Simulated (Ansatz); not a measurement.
# CH₆GeNO radical: a ladder of functionals and wavefunction methods

How much do the methods differ for CH₆GeNO radical? The plan is to run it at one geometry with functionals of several rungs and with coupled cluster, and see how far each lands from CCSD(T) at the basis-set limit for the atomisation energy.

Computed with Ansatz 0.2.0, Gaussian basis. Level: functionals in def2-TZVPP, the program's frozen cores in correlated methods.

Plan: LDA (SPW92), PBE-D4, revPBE-D4, BLYP-D4, r2SCAN-D4, B97M-V, PBE0-D4, B3LYP-D4, r2SCANh-D4, r2SCAN0-D4, HSE06-D4, BHLYP-D4, CAM-B3LYP-D4, LC-ωPBE, ωB97X-V, ωB97M-V, B2PLYP, PBE-QIDH; CCSD(T)/def2-SVP; CCSD(T)/def2-TZVPP; MP2/def2-QZVPP; extrapolation to the limit; RPA on PBE.

### 1 The relaxed structure

The geometry comes from an earlier relaxation with PBE0-D4 in a triple-zeta def2 set; it is a stationary point, not always the lowest conformer.

SMILES `C[O][GeH][NH2]`, 10 atoms, charge 0, spin multiplicity 2.

Atoms are counted from 1 here; the program's logs count them from 0.

Bond lengths: C1–O2 1.406 Å, C1–H5 1.094 Å, C1–H6 1.098 Å, C1–H7 1.096 Å, O2–Ge3 1.784 Å, Ge3–N4 1.840 Å, Ge3–H8 1.573 Å, N4–H9 1.011 Å, N4–H10 1.013 Å. Angles: O2–C1–H5 109.6°, O2–C1–H6 113.2°, O2–C1–H7 109.9°, H5–C1–H6 107.8°, H5–C1–H7 108.4°, H6–C1–H7 107.8°, C1–O2–Ge3 120.7°, O2–Ge3–N4 100.3°, O2–Ge3–H8 107.8°, N4–Ge3–H8 109.2°, Ge3–N4–H9 115.6°, Ge3–N4–H10 112.4°, H9–N4–H10 109.1°.

### 2 LDA

This LDA is Slater exchange with PW92 correlation.

Contents of in.yaml:

```yaml
crystal:
  periodic: [false, false, false]
  atoms:
    - {symbol: C, position_ang: [-1.542648, -0.125613, -0.974528]}
    - {symbol: O, position_ang: [-0.181024, 0.126775, -0.731652]}
    - {symbol: Ge, position_ang: [0.655961, -0.635566, 0.647277]}
    - {symbol: N, position_ang: [2.036212, 0.555524, 0.895540]}
    - {symbol: H, position_ang: [-1.683766, -0.396630, -2.025189]}
    - {symbol: H, position_ang: [-1.947645, -0.940735, -0.360782]}
    - {symbol: H, position_ang: [-2.132303, 0.774120, -0.766681]}
    - {symbol: H, position_ang: [-0.309385, -0.574357, 1.888014]}
    - {symbol: H, position_ang: [2.833714, 0.199814, 1.404953]}
    - {symbol: H, position_ang: [2.353983, 0.965567, 0.025850]}
basis:
  gaussian: {orbitals: def2-TZVPP}
magnetization: {spin_polarized: true, initial_magnetization: 1}
hamiltonian: {xc: lda}
output: {orbitals: {seedname: orbitals}}
```

On the command line:

```console
ansatz run in.yaml --threads 2 --pin off --events-out ev --progress --plain --max-ram 32768MiB --backend cpu
```

The runs that follow: PBE-D4 (GGA); revPBE-D4 (GGA); BLYP-D4 (GGA); r2SCAN-D4 (meta-GGA); B97M-V (meta-GGA); PBE0-D4 (hybrid); B3LYP-D4 (hybrid); r2SCANh-D4 (hybrid); r2SCAN0-D4 (hybrid); HSE06-D4 (hybrid); BHLYP-D4 (hybrid); CAM-B3LYP-D4 (range-separated); LC-ωPBE (range-separated); ωB97X-V (range-separated); ωB97M-V (range-separated); B2PLYP (double hybrid); PBE-QIDH (double hybrid); CCSD(T) in def2-SVP; CCSD(T) in def2-TZVPP; MP2 in def2-QZVPP; RPA on PBE orbitals.

Before running them: what should the planned runs give, taken together? Wanted: atomisation energy, CCSD(T)/CBS; farthest beyond LDA; mean size of error, GGA; mean size of error, meta-GGA; mean size of error, hybrid; mean size of error, range-separated; mean size of error, double hybrid; gap, smallest and largest; T1 diagnostic.

As calculated:

```
                               quantity                                                                                                                    value
        atomisation energy, CCSD(T)/CBS                                                                                                            3349.2 kJ/mol
 functionals within 33.5 kJ/mol (1.0 %)  revPBE-D4, BLYP-D4, r2SCAN-D4, B97M-V, PBE0-D4, B3LYP-D4, r2SCANh-D4, HSE06-D4, CAM-B3LYP-D4, LC-ωPBE, ωB97X-V, ωB97M-V
                    farthest beyond LDA                                                                                                 BHLYP-D4 (-116.3 kJ/mol)
                mean size of error, GGA                                                                                                              36.5 kJ/mol
           mean size of error, meta-GGA                                                                                                               9.1 kJ/mol
             mean size of error, hybrid                                                                                                              38.2 kJ/mol
    mean size of error, range-separated                                                                                                              14.0 kJ/mol
      mean size of error, double hybrid                                                                                                              39.9 kJ/mol
              gap, smallest and largest                                                                                 0.81 eV (LDA (SPW92)), 8.11 eV (LC-ωPBE)
                          T1 diagnostic                                                                                                                   0.0149
triples share of the correlation energy                                                                                                                    3.7 %
```

What this shows: The LDA atomisation energy is off by 531.3 kJ/mol (16 %): it overbinds. PBE-D4 misses by +71.4 kJ/mol. Double hybrids carry the basis error of their MP2 part in triple zeta, and no dispersion term here, so their miss is partly the set-up's. The rungs meta-GGA, range-separated miss on average by less than the doubt on the reference (33.5 kJ/mol), so they tie. Misses under about 33.5 kJ/mol are within the doubt on the reference itself, which lacks core-valence correlation, relativity and higher excitations, and its outer-core shells are covered unevenly. Hartree-Fock recovers 69 % of the binding; the rest is correlation. CCSD(T) in def2-SVP is off by -236.7 kJ/mol, which most functionals beat. The gap grows from 0.8 to 8.1 eV across the functionals, mostly with the share of exact exchange. Correlated methods include outer-core shells of Ge, which these sets cover unevenly.
